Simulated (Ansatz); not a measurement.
# ScAgTe2: the cost of one run

All numbers below are computed with Ansatz 0.2.0 (DFT, plane waves, PAW, no spin polarisation).

## (1) The system as given

The cell holds 4 atoms (AgScTe2): a = 7.416 Å, b = 7.416 Å, c = 7.416 Å, α = 33.00°, β = 33.00°, γ = 33.00°.

Coordinates:

```xyz
4
Lattice="2.1060 1.2159 7.0056 -2.1060 1.2159 7.0056 0.0000 -2.4318 7.0056" Properties=species:S:1:pos:R:3 pbc="T T T"
Ag    2.1060    1.2159    7.0056
Sc    0.0000    0.0000   10.5084
Te    0.0000    0.0000    5.1815
Te    0.0000    0.0000   15.8354
```

## (2) Run 1: r2SCAN

input.yaml

```yaml
crystal:
  lattice:
    - [2.1060068629, 1.2159036292, 7.0056316329]
    - [-2.1060068629, 1.2159036292, 7.0056316329]
    - [0.0, -2.4318072584, 7.0056316329]
  atoms:
    - { symbol: Ag, position: [1.0, 0.0, 0.0] }
    - { symbol: Sc, position: [0.5, 0.5, 0.5] }
    - { symbol: Te, position: [0.2465396917, 0.2465396917, 0.2465396917] }
    - { symbol: Te, position: [0.7534603083, 0.7534603083, 0.7534603083] }
kpoints:
  mp_grid: { grid: [4, 4, 4] }
hamiltonian:
  xc: r2scan
scf:
  occupations: { method: fermi_dirac, width: 0.112 }
md:
  ensemble: nvt_langevin
  temperature: 1300
  timestep: 3.0
  n_steps: 30
  initial_velocities: maxwell_boltzmann
  seed: 9133
```

Launch:

```
> ansatz run input.yaml --threads 4 --pin off --max-ram 3686MiB --backend cpu --events-out ev --progress --plain --runs-dir out
```

Q: Estimate wall time and peak memory on 4 threads of Arm Neoverse N1, shared host.

About 6.7 min, with a peak of 0.93 GiB.
